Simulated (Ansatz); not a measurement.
# Si₃BH₉: basis-set convergence

The task here is to estimate one member of a computed series from the others.

Program: Ansatz 0.2.0, Gaussian basis. Level of theory: one geometry, several basis sets. These are calculated values, not measurements.

Levels to be run: PBE0-D4/def2-SVP; ωB97M-V/def2-SVP; PBE0-D4/def2-QZVPP; ωB97M-V/def2-QZVPP; the functionals' def2-TZVPP values are taken from earlier runs.

### The geometry

The geometry comes from an earlier relaxation with PBE0-D4 in a triple-zeta def2 set; it is a stationary point, not always the lowest conformer.

SMILES `[SiH3]B([SiH3])[SiH3]`, 13 atoms, charge 0, spin multiplicity 1.

Atoms are counted from 1 here; the program's logs count them from 0.

Bond lengths: Si1–B2 1.999 Å, Si1–H5 1.489 Å, Si1–H6 1.488 Å, Si1–H7 1.496 Å, B2–Si3 2.000 Å, B2–Si4 1.999 Å, Si3–H8 1.489 Å, Si3–H9 1.496 Å, Si3–H10 1.488 Å, Si4–H11 1.489 Å, Si4–H12 1.497 Å, Si4–H13 1.489 Å. Angles: B2–Si1–H5 113.4°, B2–Si1–H6 114.9°, B2–Si1–H7 103.6°, H5–Si1–H6 108.7°, H5–Si1–H7 107.7°, H6–Si1–H7 108.1°, Si1–B2–Si3 122.0°, Si1–B2–Si4 119.0°, Si3–B2–Si4 118.9°, B2–Si3–H8 113.5°, B2–Si3–H9 103.6°, B2–Si3–H10 114.9°, H8–Si3–H9 107.7°, H8–Si3–H10 108.7°, H9–Si3–H10 108.1°, B2–Si4–H11 114.5°, B2–Si4–H12 102.7°, B2–Si4–H13 114.5° and more.

Coordinates:

```mol
BH9Si3
  3D, bonds by distance, orders not assigned

 13 12  0  0  0  0  0  0  0  0999 V2000
   -0.8436    1.6445   -0.7881 Si  0  0
   -0.0307    0.0206    0.0481 B   0  0
    1.4001    0.1482    1.4391 Si  0  0
   -0.5874   -1.7860   -0.6027 Si  0  0
   -2.2087    1.4080   -1.3345 H   0  0
   -0.8811    2.8482    0.0865 H   0  0
    0.0636    1.9365   -1.9412 H   0  0
    1.4827   -1.0520    2.3170 H   0  0
    2.6624    0.2128    0.6387 H   0  0
    1.3343    1.3629    2.2967 H   0  0
    0.4536   -2.8408   -0.4596 H   0  0
   -1.7201   -2.1302    0.3133 H   0  0
   -1.1046   -1.8077   -1.9988 H   0  0
  1  2  8  0
  2  3  8  0
  2  4  8  0
  1  5  8  0
  1  6  8  0
  1  7  8  0
  3  8  8  0
  3  9  8  0
  3 10  8  0
  4 11  8  0
  4 12  8  0
  4 13  8  0
M  END
```

Set-up of the first run:

in.yaml

```yaml
crystal:
  periodic: [false, false, false]
  atoms:
    - {symbol: Si, position_ang: [-0.843599, 1.644482, -0.788084]}
    - {symbol: B, position_ang: [-0.030663, 0.020567, 0.048133]}
    - {symbol: Si, position_ang: [1.400090, 0.148190, 1.439087]}
    - {symbol: Si, position_ang: [-0.587445, -1.785958, -0.602675]}
    - {symbol: H, position_ang: [-2.208742, 1.408037, -1.334501]}
    - {symbol: H, position_ang: [-0.881056, 2.848158, 0.086494]}
    - {symbol: H, position_ang: [0.063635, 1.936485, -1.941207]}
    - {symbol: H, position_ang: [1.482678, -1.051965, 2.317046]}
    - {symbol: H, position_ang: [2.662443, 0.212844, 0.638734]}
    - {symbol: H, position_ang: [1.334293, 1.362927, 2.296734]}
    - {symbol: H, position_ang: [0.453572, -2.840820, -0.459565]}
    - {symbol: H, position_ang: [-1.720072, -2.130195, 0.313253]}
    - {symbol: H, position_ang: [-1.104639, -1.807651, -1.998751]}
basis:
  gaussian: {orbitals: def2-SVP}
hamiltonian: {xc: pbe0, dispersion: d4}
output: {orbitals: {seedname: orbitals}}
```

Started as:

```sh
> ansatz run in.yaml --threads 4 --pin off --events-out ev --progress --plain --max-ram 10444MiB
```

Among the steps run: PBE0-D4 in def2-SVP; ωB97M-V in def2-SVP; PBE0-D4 in def2-QZVPP; ωB97M-V in def2-QZVPP.

One table of the session follows, with a row left open; its other results are not shown here.

```
functional       basis  HOMO (eV)  LUMO (eV)
   PBE0-D4    def2-SVP      -8.03      -3.15
   PBE0-D4  def2-TZVPP      -8.00      -3.15
   PBE0-D4  def2-QZVPP      -7.99      -3.16
   ωB97M-V    def2-SVP     -10.09      -1.13
   ωB97M-V  def2-TZVPP     -10.09      -1.19
   ωB97M-V  def2-QZVPP          ?          ?
```

**Question.** Estimate the row for ωB97M-V, def2-QZVPP.

The run gave: HOMO (eV): -10.09; LUMO (eV): -1.20.
